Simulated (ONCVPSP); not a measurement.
# Gold: generating and testing an ONCV potential

Aim: build the potential from the settings below, then test how well it stands in for the atom: other configurations, scattering, ghost states and the plane-wave cutoff that it needs.

Program: ONCVPSP 4.0.1. Reference atom: PBE, scalar-relativistic, spherical and spin-unpolarised. All values are calculated.

## (1) Starting point

The settings as typed:

```json
{
  "element": "gold (Au, Z = 79)",
  "type": "optimised norm-conserving Vanderbilt (ONCV)",
  "frozen core": "[Kr] 4d10 4f14",
  "valence charge": "19",
  "reference configuration": "5s2 5p6 5d10 6s1",
  "partial waves": "5s+6s: rc 1.50 bohr, ncon 4, nbas 9, qcut 7.5 1/bohr, 2 projectors; 5p: rc 1.60 bohr, ncon 4, nbas 7, qcut 11 1/bohr, 1 projector; 5d: rc 1.80 bohr, ncon 5, nbas 10, qcut 9.3 1/bohr, 2 projectors, debl 2.7 Ha",
  "local potential": "polynomial inside 1.30 bohr (lpopt 4, dvloc0 0 Ha)",
  "core correction": "Teter function fitted to the true core (icmod 2), fcfact 0.4"
}
```

## (2) The generation run

Au.dat reads:

```
# ATOM AND REFERENCE CONFIGURATION
# atsym  z   nc   nv     iexc    psfile
  Au 79.00   10    4        4      upf
#
#   n    l    f
    1    0    2.00
    2    0    2.00
    2    1    6.00
    3    0    2.00
    3    1    6.00
    3    2   10.00
    4    0    2.00
    4    1    6.00
    4    2   10.00
    4    3   14.00
    5    0    2.00
    5    1    6.00
    5    2   10.00
    6    0    1.00
#
# PSEUDOPOTENTIAL AND OPTIMIZATION
# lmax
    2
#
#   l,   rc,      ep,       ncon, nbas, qcut
    0    1.50    0.00    4    9    7.50
    1    1.60    0.00    4    7   11.00
    2    1.80    0.00    5   10    9.30
#
# LOCAL POTENTIAL
# lloc, lpopt,  rc(5),   dvloc0
    4    4    1.30    0.00
#
# VANDERBILT-KLEINMAN-BYLANDER PROJECTORs
# l, nproj, debl
    0    2    3.10
    1    1    1.80
    2    2    2.70
#
# MODEL CORE CHARGE
# icmod, fcfact, rcfact
    2    0.40    0.85
#
# LOG DERIVATIVE ANALYSIS
# epsh1, epsh2, depsh
   -5.00    5.00    0.04
#
# OUTPUT GRID
# rlmax, drl
    6.00    0.01
#
# TEST CONFIGURATIONS
# ncnf
    4
# nvcnf
#   n    l    f
    4
    5    0    2.00
    5    1    6.00
    5    2   10.00
    6    0    0.00
#
    4
    5    0    2.00
    5    1    6.00
    5    2    9.00
    6    0    0.00
#
    4
    5    0    2.00
    5    1    6.00
    5    2    8.00
    6    0    0.00
#
    4
    5    0    1.00
    5    1    6.00
    5    2   10.00
    6    0    1.00
#
```

Launch:

```sh
$ oncvpsp.x < Au.dat > Au.out
```

**Question.** What will these runs give? Wanted: cutoffs for 1 and 0.1 mHa per electron, occupied waves; bound ghosts; GHOST(+) flags; largest test error; largest phase difference near zero energy, channels read; rms error of d²Exc/dn², without and with the model core.

As calculated:

| quantity | value |
| --- | --- |
| cutoffs for 1 and 0.1 mHa per electron, occupied waves | 36 Ha and 43 Ha |
| bound ghosts | none found |
| GHOST(+) flags | s at 388 eV |
| largest test error (AE − PS) | -468 meV, for 5s1 5p6 5d10 6s1 |
| largest phase difference near zero energy, channels read | 0.006 rad |
| rms error of d²Exc/dn², without and with the model core | 6.46 and 1.22 mHa |

What this shows: By total energies transferability is poor: the largest error is 468 meV on 115.2 eV, for 5s1 5p6 5d10 6s1. That test lies far up in energy; among those under 40 eV, nearer to bonding, the largest error is 6.9 meV. The potential is hard: the looser tolerance needs 36 Ha. At the looser tolerance the 5p wave is the slowest; 5s needs 23 Ha. The program's ghost test flags no bound state. Near zero energy the phases of the channels with partial waves agree within 0.006 rad. The program also flags highly localised states, GHOST(+) (s). Note that the frozen 4f shell (-81 eV) lies higher than the valence 5s shell (-108 eV). All of this concerns the isolated atom, not yet a solid.
